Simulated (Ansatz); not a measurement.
# C2H7AlBF: the cost of one run

Method: RKS PBE0/def2-SVP, in Ansatz 0.2.0.

### Step 1. The system as given

Bond lengths: C1–C2 1.491 Å, C2–B3 1.607 Å, B3–Al4 2.006 Å, Al4–F5 1.825 Å, C1–H6 1.124 Å, C1–H7 1.071 Å, C1–H8 1.156 Å, C2–H9 1.132 Å, C2–H10 1.112 Å, B3–H11 1.190 Å, Al4–H12 1.583 Å. Angles (14 of 18 angles, heavy atoms first): C1–C2–B3 111.1°, C2–B3–Al4 122.6°, B3–Al4–F5 120.5°, C1–C2–H9 105.9°, C1–C2–H10 110.9°, B3–C2–H9 111.9°, B3–C2–H10 110.3°, C2–C1–H6 111.1°, C2–C1–H7 113.7°, C2–C1–H8 107.4°, C2–B3–H11 116.8°, Al4–B3–H11 120.0°, B3–Al4–H12 121.4°, F5–Al4–H12 117.7°.

As a file:

```xyz
12

C    -0.4449    0.0094    1.5300
C     0.7977    0.1292    0.7146
B     0.6426   -0.6334   -0.6910
Al   -0.4651    0.0932   -2.1970
F    -1.5323    1.5517   -1.9412
H    -0.3566    0.5902    2.4883
H    -0.7367   -1.0024    1.7245
H    -1.2857    0.5659    0.9642
H     1.6265   -0.3125    1.3458
H     1.0615    1.1964    0.5471
H     1.3451   -1.5767   -0.8698
H    -0.5751   -0.6663   -3.5816
```

### Step 2. Relaxing end A

The input, input.yaml:

```yaml
crystal:
  periodic: [false, false, false]
  atoms:
    - { symbol: C, position_ang: [-0.4449, 0.0094, 1.53] }
    - { symbol: C, position_ang: [0.7977, 0.1292, 0.7146] }
    - { symbol: B, position_ang: [0.6426, -0.6334, -0.691] }
    - { symbol: Al, position_ang: [-0.4651, 0.0932, -2.197] }
    - { symbol: F, position_ang: [-1.5323, 1.5517, -1.9412] }
    - { symbol: H, position_ang: [-0.3566, 0.5902, 2.4883] }
    - { symbol: H, position_ang: [-0.7367, -1.0024, 1.7245] }
    - { symbol: H, position_ang: [-1.2857, 0.5659, 0.9642] }
    - { symbol: H, position_ang: [1.6265, -0.3125, 1.3458] }
    - { symbol: H, position_ang: [1.0615, 1.1964, 0.5471] }
    - { symbol: H, position_ang: [1.3451, -1.5767, -0.8698] }
    - { symbol: H, position_ang: [-0.5751, -0.6663, -3.5816] }
basis:
  gaussian: { orbitals: def2-SVP }
hamiltonian:
  xc: pbe0
relax:
  f_tol: 0.015
  max_steps: 40
```

The run is started by

```console
$ ansatz run input.yaml --threads 2 --pin off --max-ram 3072MiB --backend cpu --events-out ev --progress --plain --runs-dir out
```

Q: Estimate wall time and peak memory on 2 threads of Intel Xeon Platinum 8488C (Sapphire Rapids), shared host.

About 69 s, with a peak of 0.27 GiB.
